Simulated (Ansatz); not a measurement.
# Li4TlCl: relaxing cell and atoms

Aim: in Li4TlCl, a borrowed structure type, volume estimated, relax cell and atoms, then read levels, charges and fields where it ends.

Computed, not measured: Ansatz 0.2.0, DFT, r2SCAN, no spin polarisation, plane waves, PAW.

**1. The structure**

The structure is cubic, space group F-43m (No. 216). The conventional cell has a = 8.134 Å, b = 8.134 Å, c = 8.134 Å, α = 90.00°, β = 90.00°, γ = 90.00°. Tl (site symmetry -43m) is surrounded by 12 Li at 3.37 Å. Around Cl (site symmetry -43m) lie 4 Li at 1.79 Å. Around Li (site symmetry 3m) lie 1 Cl at 1.79 Å.

The coordinates stand in the input below.

The first density is read from a saved solution for the starting cell.

**2. The relaxation**

File input.yaml:

```yaml
crystal:
  lattice:
    - [0.0, 4.067129, 4.067129]
    - [4.067129, 0.0, 4.067129]
    - [4.067129, 4.067129, 0.0]
  atoms:
    - { symbol: Tl, position: [0.5, 0.5, 0.5] }
    - { symbol: Cl, position: [0.0, 0.0, 0.0] }
    - { symbol: Li, position: [0.127, 0.127, 0.127] }
    - { symbol: Li, position: [0.619, 0.127, 0.127] }
    - { symbol: Li, position: [0.127, 0.127, 0.619] }
    - { symbol: Li, position: [0.127, 0.619, 0.127] }
  symmetry: { tolerance: 0.0003 }
kpoints:
  mp_grid: { grid: [6, 6, 6], shift: [0, 0, 0] }
magnetization:
  spin_polarized: false
scf:
  occupations: { method: gaussian, width: 0.0196 }
  lower_state_search: "off"
hamiltonian:
  pseudopotentials: { kind: paw }
  xc: r2scan
basis:
  ecutwfc: 500
  fft_grid_basis: typed
relax:
  max_steps: 60
  cell: { p_target: 0.0 }
  f_tol: 0.03
output:
  forces: true
  stress: true
  eigenvalues: true
  bader: true
  populations: true
  elf: true
  write_potential: true
  volumetric_format: npy
  dos:
    e_range: [-12, 8]
    de: 0.05
    projected: { site_lists: { Cl: [Cl], Li: [Li], Tl: [Tl] } }
checkpoint:
  read: saved_state
```

Started as:

```bash
ansatz run input.yaml --threads 2 --pin off --max-ram 3584MiB --backend cpu --events-out ev --progress --plain --runs-dir out
```

Before running it: what results should come out? Wanted: moves; energy gained; largest move; cell; volume; pressure at the end; character; Bader charges; density maxima off the nuclei.

The runs gave:

| quantity | value |
| --- | --- |
| moves | 5 |
| energy gained | 463.5 meV/atom |
| largest move | 0.20 Å (Li) |
| space group (0.01 Å), before / after | F-43m / F-43m |
| cell | a = 6.421 Å, b = 6.421 Å, c = 6.421 Å, α = 60.00°, β = 60.00°, γ = 60.00° |
| volume | 31.20 Å³/atom (+39.1 %) |
| pressure at the end | 0.03 GPa |
| formation energy (elements from separate runs) | -0.39 eV/atom |
| character | metal |
| density of states, mean within 0.25 eV of the Fermi level | 5.3 per eV per cell |
| Bader charges | Tl -0.98, Cl -1.06, Li +0.85 e |
| density maxima off the nuclei | 1 |

What this shows: The volume grew by 39.1 %, and the largest move of an atom is 0.20 Å apart from the change of the cell; the energy fell by 463.5 meV per atom. With 24 symmetry operations imposed, the end may be a saddle point towards distortions that break them. The cell is metallic; within 0.25 eV of the Fermi level the density of states averages 5.3 per eV per cell, mostly Tl p (77 %) and Li s (13 %). Li loses most charge (+0.85 e on average) and Cl gains most (-1.06 e). Against the elements' reference phases (Tl hcp, Cl2 molecule, Li bcc; separate runs with the same functional) the formation energy is -0.39 eV per atom, which says nothing yet of rival compounds.
